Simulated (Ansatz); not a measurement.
**CH3BCl2OSi: two geometries relaxed**

Method: RKS B3LYP-D4/STO-3G, in Ansatz 0.2.0.

### Step 1. Starting point

Bond lengths: O1–B2 1.513 Å, B2–Si3 2.065 Å, B2–C4 1.506 Å, Si3–C4 1.792 Å, C4–Cl5 1.826 Å, C4–Cl6 1.792 Å, O1–H7 0.952 Å, Si3–H8 1.496 Å, Si3–H9 1.453 Å. Angles (14 of 16 angles, heavy atoms first): O1–B2–Si3 151.0°, O1–B2–C4 151.3°, Si3–B2–C4 57.7°, B2–Si3–C4 45.3°, B2–C4–Si3 77.0°, B2–C4–Cl5 115.6°, B2–C4–Cl6 118.0°, Si3–C4–Cl5 111.8°, Si3–C4–Cl6 113.9°, Cl5–C4–Cl6 114.8°, B2–O1–H7 104.3°, B2–Si3–H8 103.1°, B2–Si3–H9 106.1°, C4–Si3–H8 116.4°.

As a file:

```xyz
9

O     2.2818   -0.1794   -0.3346
B     0.7971    0.0180   -0.1178
Si   -0.9144   -0.2434    1.0081
C    -0.5468    0.5297   -0.5664
Cl   -1.3093   -0.3717   -1.9600
Cl   -0.8102    2.3024   -0.5835
H     2.3422   -0.9995   -0.8133
H    -0.6450    0.5768    2.2299
H    -1.1070   -1.6792    1.1205
```

### Step 2. End point A

Contents of input.yaml:

```yaml
crystal:
  periodic: [false, false, false]
  atoms:
    - { symbol: O, position_ang: [2.2818, -0.1794, -0.3346] }
    - { symbol: B, position_ang: [0.7971, 0.018, -0.1178] }
    - { symbol: Si, position_ang: [-0.9144, -0.2434, 1.0081] }
    - { symbol: C, position_ang: [-0.5468, 0.5297, -0.5664] }
    - { symbol: Cl, position_ang: [-1.3093, -0.3717, -1.96] }
    - { symbol: Cl, position_ang: [-0.8102, 2.3024, -0.5835] }
    - { symbol: H, position_ang: [2.3422, -0.9995, -0.8133] }
    - { symbol: H, position_ang: [-0.645, 0.5768, 2.2299] }
    - { symbol: H, position_ang: [-1.107, -1.6792, 1.1205] }
basis:
  gaussian: { orbitals: STO-3G }
hamiltonian:
  xc: b3lyp
  dispersion: d4
relax:
  f_tol: 0.015
  max_steps: 40
output:
  orbitals: {}
```

Launch:

```bash
$ ansatz run input.yaml --threads 1 --pin off --max-ram 2048MiB --backend cpu --events-out ev --progress --plain --runs-dir out
```

Q: Estimate wall time and peak memory on 1 thread of Arm Neoverse V2, shared host.

About 41 s, with a peak of 0.17 GiB.
